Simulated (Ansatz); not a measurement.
**C2H7NSi (SMILES C=NC[SiH3]): BLYP/cc-pVDZ**

Aim: the energy change on altering one bond length of C2H7NSi at BLYP/cc-pVDZ, from 2 runs. 

The calculation is run with Ansatz 0.2.0.

72 further runs of the same task are left out: 72 set aside as unsound or not needed. Runs told in other sessions of the task aren't counted.

## (1) Starting point

C2H7NSi: 11 atoms, total charge 0, spin state singlet. SMILES: `C=NC[SiH3]`. The shape is that of a PBE0-D4/def2-TZVP optimisation. This is one conformer, not always the lowest.

Bond lengths: C1–N2 1.259 Å, N2–C3 1.436 Å, C3–Si4 1.892 Å, C1–H5 1.089 Å, C1–H6 1.099 Å, C3–H7 1.095 Å, C3–H8 1.102 Å, Si4–H9 1.487 Å, Si4–H10 1.484 Å, Si4–H11 1.488 Å. Some angles: C1–N2–C3 118.6°, N2–C3–Si4 109.5°, N2–C1–H5 119.2°, N2–C1–H6 123.3°, N2–C3–H7 109.0°, N2–C3–H8 113.6°, Si4–C3–H7 106.9°, Si4–C3–H8 109.5°, C3–Si4–H9 109.5°, C3–Si4–H10 110.5°.

## (2) A single-point energy at BLYP/cc-pVDZ

Input file molecule.yaml:

```yaml
crystal:
  periodic: [false, false, false]
  atoms:
    - {symbol: C, position_ang: [-0.639400, 1.869300, 0.363900]}
    - {symbol: "N", position_ang: [-0.998600, 0.713100, 0.018000]}
    - {symbol: C, position_ang: [-0.299000, -0.417000, 0.562600]}
    - {symbol: Si, position_ang: [0.706300, -1.257400, -0.802700]}
    - {symbol: H, position_ang: [-1.145900, 2.733500, -0.063200]}
    - {symbol: H, position_ang: [0.166900, 2.059000, 1.086600]}
    - {symbol: H, position_ang: [-1.029900, -1.151400, 0.917900]}
    - {symbol: H, position_ang: [0.365200, -0.161700, 1.404500]}
    - {symbol: H, position_ang: [1.729600, -0.311300, -1.319900]}
    - {symbol: H, position_ang: [-0.179800, -1.683000, -1.914500]}
    - {symbol: H, position_ang: [1.389900, -2.450100, -0.232400]}
basis:
  gaussian:
    orbitals: cc-pVDZ
hamiltonian:
  xc: {name: BLYP}
accuracy: high
output: {orbitals: {seedname: orbitals}}
```

The run is started by

```sh
$ ansatz run molecule.yaml --threads 1 --pin off --max-ram 3480MiB --events-out events.jsonl --progress --plain --runs-dir runs
```

Standard output:

```text
Warning: RAYON_NUM_THREADS=1 ignored (pool sized by the plan → 1); use --threads N
Functional definition: BLYP
  name "BLYP"
  parameter beta = 0.0042
  parameter a = 0.04918
  parameter b = 0.132
  parameter c = 0.2533
  parameter d = 0.349
  exchange = b88_x(beta = beta)
  correlation = lyp_c(a = a, b = b, c = c, d = d)
2314 factors; integrals over basis functions are off by at most 3.8e-9 eV
mean field evaluation 1: about -11544.6856 eV, gradient 5.5e1 eV
mean field evaluation 2: about -11527.3552 eV, gradient 9.7e1 eV
mean field evaluation 4: about -11552.4305 eV, gradient 9.4e0 eV
mean field evaluation 8: about -11552.6296 eV, gradient 3.9e-1 eV
mean field evaluation 16: about -11552.6301 eV, gradient 6.2e-6 eV
mean field -11552.63005358 eV, -424.5513238150 hartree, gradient 1.8e-8 eV, S^2 0.000000; 0 other end points of the search recorded, 0 dependent functions left out
reference -11552.63011541 eV, -424.5513260873 hartree; 20, 20 occupied and 75, 75 virtual orbitals, 2314 factors
Total energy: -11552.63011541 eV, -424.5513260873 hartree
```

Wall time 8.4 s (1 thread of Arm Neoverse V2, shared host); peak memory 0.27 GiB.

## (3) The distorted shape, same level

Input file input.yaml:

```yaml
crystal:
  periodic: [false, false, false]
  atoms:
    - symbol: C
      position_ang: [-0.506460, 1.933152, 0.530701]
    - symbol: N
      position_ang: [-0.865660, 0.776952, 0.184801]
    - symbol: C
      position_ang: [-0.166060, -0.353148, 0.729401]
    - symbol: Si
      position_ang: [0.839240, -1.193548, -0.635899]
    - symbol: H
      position_ang: [-1.012960, 2.797352, 0.103601]
    - symbol: H
      position_ang: [0.299840, 2.122852, 1.253401]
    - symbol: H
      position_ang: [-0.896960, -1.087548, 1.084701]
    - symbol: H
      position_ang: [0.498140, -0.097848, 1.571301]
    - symbol: H
      position_ang: [1.862540, -0.247448, -1.153099]
    - symbol: H
      position_ang: [-0.179800, -1.683000, -1.914500]
    - symbol: H
      position_ang: [1.522840, -2.386248, -0.065599]
basis:
  gaussian:
    orbitals: cc-pVDZ
hamiltonian:
  xc: {name: BLYP}
accuracy: high
output: {orbitals: {seedname: orbitals}}
```

The run is started by

```sh
$ ansatz run input.yaml --threads 1 --pin off --max-ram 3480MiB --events-out events.jsonl --progress --plain --runs-dir runs
```

Standard output:

```text
Warning: RAYON_NUM_THREADS=1 ignored (pool sized by the plan → 1); use --threads N
[... 9 set-up lines as earlier in the session ...]
2311 factors; integrals over basis functions are off by at most 3.8e-9 eV
mean field evaluation 1: about -11544.4633 eV, gradient 5.5e1 eV
mean field evaluation 2: about -11526.4121 eV, gradient 9.8e1 eV
mean field evaluation 4: about -11552.1586 eV, gradient 9.7e0 eV
mean field evaluation 8: about -11552.3724 eV, gradient 4.4e-1 eV
mean field evaluation 16: about -11552.3730 eV, gradient 1.2e-5 eV
mean field -11552.37297838 eV, -424.5418764758 hartree, gradient 4.1e-8 eV, S^2 0.000000; 0 other end points of the search recorded, 0 dependent functions left out
reference -11552.37304056 eV, -424.5418787610 hartree; 20, 20 occupied and 75, 75 virtual orbitals, 2311 factors
Total energy: -11552.37304056 eV, -424.5418787610 hartree
```

Wall time 8.4 s (1 thread of Arm Neoverse V2, shared host); peak memory 0.27 GiB.

## (4) Outcome

At BLYP/cc-pVDZ:

```
                                                           quantity          value
                                          first shape: total energy  -424.55133 Eh
                                           first shape: HOMO energy       -5.63 eV
                                           first shape: LUMO energy       -1.11 eV
                                         first shape: HOMO–LUMO gap        4.52 eV
                                      distorted shape: total energy  -424.54188 Eh
                                       distorted shape: HOMO energy       -5.66 eV
                                       distorted shape: LUMO energy       -1.15 eV
                                     distorted shape: HOMO–LUMO gap        4.51 eV
energy change with the Si4–H10 bond stretched from 1.484 to 1.707 Å       0.257 eV
```

In words: With the Si4–H10 bond stretched from 1.484 to 1.707 Å the energy rises by 0.26 eV (5.9 kcal/mol). The first shape isn't relaxed at this level, so the change isn't measured from a minimum.
